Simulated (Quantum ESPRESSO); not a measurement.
# TaWC2 (R-3m) in Quantum ESPRESSO: further runs, part 2 of 2

Quantum ESPRESSO 7.5. The steps go on from the part before.

### 3 Wannier functions, LDA

pw.in

```
&CONTROL
  calculation = 'scf'
  prefix = 'pwscf'
  outdir = './tmp'
  pseudo_dir = './pseudo'
  tprnfor = .true.
  tstress = .true.
  disk_io = 'low'
/
&SYSTEM
  ibrav = 0
  celldm(1) = 8
  nat = 4
  ntyp = 3
  ecutwfc = 56
  ecutrho = 448
  nbnd = 25
  occupations = 'smearing'
  smearing = 'fd'
  degauss = 0.00367493
/
&ELECTRONS
  conv_thr = 8d-10
  electron_maxstep = 120
  mixing_beta = 0.5
/
ATOMIC_SPECIES
W    183.8400 w_lda_v1.2.uspp.F.UPF
Ta   180.9479 ta_lda_v1.uspp.F.UPF
C     12.0110 c_lda_v1.2.uspp.F.UPF
CELL_PARAMETERS alat
  0.3712969667141   0.2143684036751   1.2050829964868
 -0.3712969667141   0.2143684036751   1.2050829964868
  0.0000000000000  -0.4287368073738   1.2050829964868
ATOMIC_POSITIONS crystal
W      0.0000000000    0.0000000000    0.0000000000
Ta     0.5000000000    0.5000000000    0.5000000000
C      0.2509330000    0.2509330000    0.2509330000
C      0.7490670000    0.7490670000    0.7490670000
K_POINTS automatic
8 8 8 0 0 0
```

nscf.in is that of step 2.

pw2wan.in

```
&INPUTPP
  prefix = 'pwscf'
  outdir = './tmp'
  seedname = 'w'
  write_mmn = .true.
  write_amn = .true.
/
```

bands.in is that of step 2.

Changes to w.win since step 2:

```diff
@@ -7,3 +7,3 @@
 dis_conv_tol = 1.0d-9
-num_iter = 1200
+num_iter = 0
 search_shells = 100
```

Potentials or basis: GBRV 1.5 LDA.

Launch:

```sh
$ OMP_NUM_THREADS=1 pw.x -in pw.in > pw.out
$ OMP_NUM_THREADS=1 pw.x -in nscf.in > nscf.out
$ wannier90.x -pp w
$ OMP_NUM_THREADS=1 pw2wannier90.x -in pw2wan.in > pw2wan.out
$ wannier90.x w
$ OMP_NUM_THREADS=1 pw.x -in bands.in > bands.out
```

pw.out:

```text
This program is part of the open-source Quantum ESPRESSO suite
     for quantum simulation of materials; please cite
[... 9 lines left out ...]
     --------------------
     sticks:   dense  smooth     PW     G-vecs:    dense   smooth      PW
     Sum        2069    1045    331                47057    16731    3045

     Using Slab Decomposition

     bravais-lattice index     =            0
     lattice parameter (alat)  =       8.0000  a.u.
     unit-cell volume          =     294.6594 (a.u.)^3
     number of atoms/cell      =            4
     number of atomic types    =            3
     number of electrons       =        35.00
     number of Kohn-Sham states=           25
     kinetic-energy cutoff     =      56.0000  Ry
     charge density cutoff     =     448.0000  Ry
     scf convergence threshold =      8.0E-10
     mixing beta               =       0.5000
     number of iterations used =            8  plain     mixing
     Exchange-correlation= SLA  PZ   NOGX NOGC
                           (   1   1   0   0   0   0   0)

     celldm(1)=   8.000000  celldm(2)=   0.000000  celldm(3)=   0.000000
     celldm(4)=   0.000000  celldm(5)=   0.000000  celldm(6)=   0.000000

     crystal axes: (cart. coord. in units of alat)
               a(1) = (   0.371297   0.214368   1.205083 )
               a(2) = (  -0.371297   0.214368   1.205083 )
               a(3) = (   0.000000  -0.428737   1.205083 )

     reciprocal axes: (cart. coord. in units 2 pi/alat)
               b(1) = (  1.346631  0.777478  0.276606 )
               b(2) = ( -1.346631  0.777478  0.276606 )
               b(3) = (  0.000000 -1.554956  0.276606 )

     PseudoPot. # 1 for W  read from file:
     w_lda_v1.2.uspp.F.UPF
     Pseudo is Ultrasoft + core correction, Zval = 14.0
     Generated by new atomic code, or converted to UPF format
     Using radial grid of  923 points,  8 beta functions with:
                l(1) =   0
                l(2) =   0
                l(3) =   0
                l(4) =   1
                l(5) =   1
                l(6) =   2
                l(7) =   2
                l(8) =   3
     Q(r) pseudized with  6 coefficients,  rinner =    1.350   1.350   1.350
                                                       1.350   1.350   1.350
                                                       1.350

     PseudoPot. # 2 for Ta read from file:
     ta_lda_v1.uspp.F.UPF
     Pseudo is Ultrasoft + core correction, Zval = 13.0
     Generated by new atomic code, or converted to UPF format
     Using radial grid of  921 points,  7 beta functions with:
                l(1) =   0
                l(2) =   0
                l(3) =   1
                l(4) =   1
                l(5) =   2
                l(6) =   2
                l(7) =   3
     Q(r) pseudized with  6 coefficients,  rinner =    1.300   1.300   1.300
                                                       1.300   1.300   1.300
                                                       1.300

     PseudoPot. # 3 for C  read from file:
     c_lda_v1.2.uspp.F.UPF
     Pseudo is Ultrasoft + core correction, Zval =  4.0
     Generated by new atomic code, or converted to UPF format
     Using radial grid of  721 points,  4 beta functions with:
                l(1) =   0
                l(2) =   0
                l(3) =   1
                l(4) =   1
     Q(r) pseudized with  8 coefficients,  rinner =    1.100   1.100   1.100

     atomic species   valence    mass     pseudopotential
     W                14.00   183.84000     W ( 1.00)
     Ta               13.00   180.94790     Ta( 1.00)
     C                 4.00    12.01100     C ( 1.00)

     12 Sym. Ops., with inversion, found

   Cartesian axes

     site n.     atom                  positions (alat units)
         1        W      tau(   1) = (   0.0000000   0.0000000   0.0000000  )
         2        Ta     tau(   2) = (   0.0000000  -0.0000000   1.8076245  )
         3        C      tau(   3) = (   0.0000000  -0.0000000   0.9071853  )
         4        C      tau(   4) = (  -0.0000000  -0.0000000   2.7080637  )

     number of k points=    65  Fermi-Dirac smearing, width (Ry)=  0.0037
                       cart. coord. in units 2pi/alat
        k(    1) = (   0.0000000   0.0000000   0.0000000), wk =   0.0039062
        k(    2) = (   0.0000000  -0.1943694   0.0345758), wk =   0.0234375
        k(    3) = (   0.0000000  -0.3887389   0.0691515), wk =   0.0234375
        k(    4) = (   0.0000000  -0.5831083   0.1037273), wk =   0.0234375
        k(    5) = (   0.0000000   0.7774778  -0.1383031), wk =   0.0117188
        k(    6) = (  -0.1683289  -0.0971847   0.0691515), wk =   0.0234375
[... 57 lines left out ...]
        k(   64) = (   1.1783021   0.4859236  -0.1383031), wk =   0.0234375
        k(   65) = (  -0.0000000   0.0000000  -0.4149092), wk =   0.0039062

     Dense  grid:    47057 G-vectors     FFT dimensions: (  72,  72,  72)

     Smooth grid:    16731 G-vectors     FFT dimensions: (  50,  50,  50)

     Initial potential from superposition of free atoms

     starting charge      34.8987, renormalised to      35.0000

     negative rho (up, down):  1.529E-01 0.000E+00
     Starting wfcs are   34 randomized atomic wfcs

     Self-consistent Calculation

     iteration #  1     ecut=    56.00 Ry     beta= 0.50
     Davidson diagonalization with overlap
     ethr =  1.00E-02,  avg # of iterations =  2.0

     negative rho (up, down):  1.570E-01 0.000E+00

     total energy              =    -323.83906027 Ry
     estimated scf accuracy    <       1.16929839 Ry

     iteration #  2     ecut=    56.00 Ry     beta= 0.50
     Davidson diagonalization with overlap
     ethr =  3.34E-03,  avg # of iterations =  2.6
[... 69 lines left out ...]
     iteration # 10     ecut=    56.00 Ry     beta= 0.50
     Davidson diagonalization with overlap
     ethr =  3.64E-11,  avg # of iterations =  2.7

     negative rho (up, down):  1.640E-01 0.000E+00

     End of self-consistent calculation

          k = 0.0000 0.0000 0.0000 (  2099 PWs)   bands (ev):

   -54.9608 -48.6031 -19.2155 -19.0230 -19.0230 -15.2454 -14.8840 -14.8840
     5.2389   9.8122  11.1717  14.2838  14.2838  18.1626  18.1626  18.2932
    19.5612  19.5612  19.6192  20.1042  20.1042  22.2409  22.2409  23.2834
    25.4697

          k = 0.0000-0.1944 0.0346 (  2066 PWs)   bands (ev):

   -54.9579 -48.5984 -19.2032 -19.0808 -19.0364 -15.2356 -14.9685 -14.9032
     5.6278   9.4429  11.6410  14.4971  14.5351  16.8611  17.3872  17.5590
    18.3342  19.6131  20.3611  21.2538  21.7395  22.1459  22.8425  22.9521
    26.6750
[... 274 lines left out ...]
          k = 0.8416 0.0972-0.1729 (  2094 PWs)   bands (ev):

   -54.9385 -48.5681 -19.3420 -19.2360 -19.1283 -15.3305 -15.1871 -15.1591
     8.2355   8.9306  12.4509  13.9282  14.6979  15.0294  15.0744  15.8635
    19.3522  20.8924  21.3864  22.6434  23.0918  23.5123  25.3042  25.9040
    26.6677

          k = 0.8416-0.0972-0.1383 (  2100 PWs)   bands (ev):

   -54.9385 -48.5681 -19.3387 -19.2373 -19.1263 -15.3374 -15.1845 -15.1628
     8.6013   8.6144  13.1888  13.1986  14.7194  15.0178  15.1784  15.2684
    20.6061  21.0733  21.1997  21.6421  23.5174  23.5285  24.4163  25.1532
    26.9663

          k = 0.6733 0.3887-0.1729 (  2082 PWs)   bands (ev):

   -54.9406 -48.5714 -19.4122 -19.1375 -19.1148 -15.4278 -15.1651 -15.0110
     7.4898   9.6077  11.3287  14.4071  14.4340  15.1704  15.2034  17.8975
    18.2344  21.5849  21.7590  22.4417  22.6290  23.7241  23.9295  25.9405
    26.4187
[... 141 lines left out ...]
          k =-0.0000 0.0000-0.4149 (  2068 PWs)   bands (ev):

   -54.9608 -48.6032 -19.1970 -19.0228 -19.0228 -15.2810 -14.8846 -14.8846
     6.7296   6.9757  14.5881  14.8774  15.3701  15.3701  16.0238  16.0238
    19.3655  19.3655  20.5264  20.5264  20.5864  21.0707  25.1583  25.1583
    25.7607

     the Fermi energy is    20.3361 ev

!    total energy              =    -324.28355398 Ry
     estimated scf accuracy    <          4.0E-10 Ry
     smearing contrib. (-TS)   =      -0.00094240 Ry
     internal energy E=F+TS    =    -324.28261158 Ry

     The total energy is F=E-TS. E is the sum of the following terms:
     one-electron contribution =     -20.26161848 Ry
     hartree contribution      =      31.32964054 Ry
     xc contribution           =     -90.37660909 Ry
     ewald contribution        =    -244.97402454 Ry

     convergence has been achieved in  10 iterations

     negative rho (up, down):  1.640E-01 0.000E+00

     Forces acting on atoms (cartesian axes, Ry/au):

     atom    1 type  1   force =    -0.00000000   -0.00000000   -0.00000000
     atom    2 type  2   force =    -0.00000000   -0.00000000   -0.00000000
     atom    3 type  3   force =     0.00000000    0.00000000    0.00236361
     atom    4 type  3   force =    -0.00000000   -0.00000000   -0.00236361

     Total force =     0.003343     Total SCF correction =     0.000017

     Computing stress (Cartesian axis) and pressure

     negative rho (up, down):  1.640E-01 0.000E+00
          total   stress  (Ry/bohr**3)                   (kbar)     P=     -162.16
  -0.00114474   0.00000000  -0.00000000         -168.40        0.00       -0.00
   0.00000000  -0.00114474  -0.00000000            0.00     -168.40       -0.00
  -0.00000000  -0.00000000  -0.00101758           -0.00       -0.00     -149.69

=------------------------------------------------------------------------------=
   JOB DONE.
=------------------------------------------------------------------------------=
```

Run time: 24 min. Hardware: 1 thread of Arm Neoverse V2, shared host; peak memory 0.43 GiB.

Results:

```
Free energy            : -4412.1025 eV
Pressure               : -16.2 GPa
Largest force          : 0.061 eV/Å
Band gap on the k mesh : none (metal or under the smearing width)
Total Wannier spread   : 40.38 Å² over 26 functions
```

Forces on the atoms (eV/Å):
```
W    0.000  0.000  0.000
Ta   0.000  0.000  0.000
C    0.000  0.000  0.061
C    0.000  0.000 -0.061
```

Levels at points of the mesh, in eV from the Fermi level:
```tsv
k point	band 14	band 15	band 16	band 17	band 18	band 19	band 20	band 21	band 22	band 23
(0.00, 0.00, 0.00)	-2.17	-2.17	-2.04	-0.77	-0.77	-0.72	-0.23	-0.23	1.90	1.90
(0.00, 0.00, -0.50)	-5.42	-4.80	-4.40	-1.27	-0.71	1.42	2.10	3.09	3.59	5.01
(0.00, -0.50, -0.50)	-5.11	-5.04	-2.13	-2.07	1.18	1.61	1.78	2.51	3.42	3.58
(-0.50, -0.50, -0.50)	-4.97	-4.31	-4.31	-0.97	-0.97	0.19	0.19	0.25	0.73	4.82
```

Wannier functions:
```csv
function,nearest atom,distance (Å),spread (Å²),on-site energy from the reference level (eV)
1,1 W,0.00,2.53,6.69
2,1 W,0.00,3.02,12.33
3,1 W,0.00,2.88,12.55
4,1 W,0.00,2.88,12.55
5,1 W,0.00,1.25,-0.63
6,1 W,0.00,1.01,0.17
7,1 W,0.00,1.01,0.17
8,1 W,0.00,1.10,-0.25
9,1 W,0.00,1.10,-0.25
10,2 Ta,0.00,2.63,7.44
11,2 Ta,0.00,3.21,13.10
12,2 Ta,0.00,3.04,13.15
13,2 Ta,0.00,3.04,13.15
14,2 Ta,0.00,1.38,0.65
15,2 Ta,0.00,1.08,1.65
16,2 Ta,0.00,1.08,1.65
17,2 Ta,0.00,1.18,1.21
18,2 Ta,0.00,1.18,1.21
19,3 C,0.00,0.77,-7.03
20,3 C,0.00,0.71,0.37
21,3 C,0.00,0.70,0.35
22,3 C,0.00,0.70,0.35
23,4 C,0.00,0.77,-7.03
24,4 C,0.00,0.71,0.37
25,4 C,0.00,0.70,0.35
26,4 C,0.00,0.70,0.35
```

Parts of the spread (Å²): invariant 23.36, diagonal 0.000, off-diagonal 17.02, total 40.38.
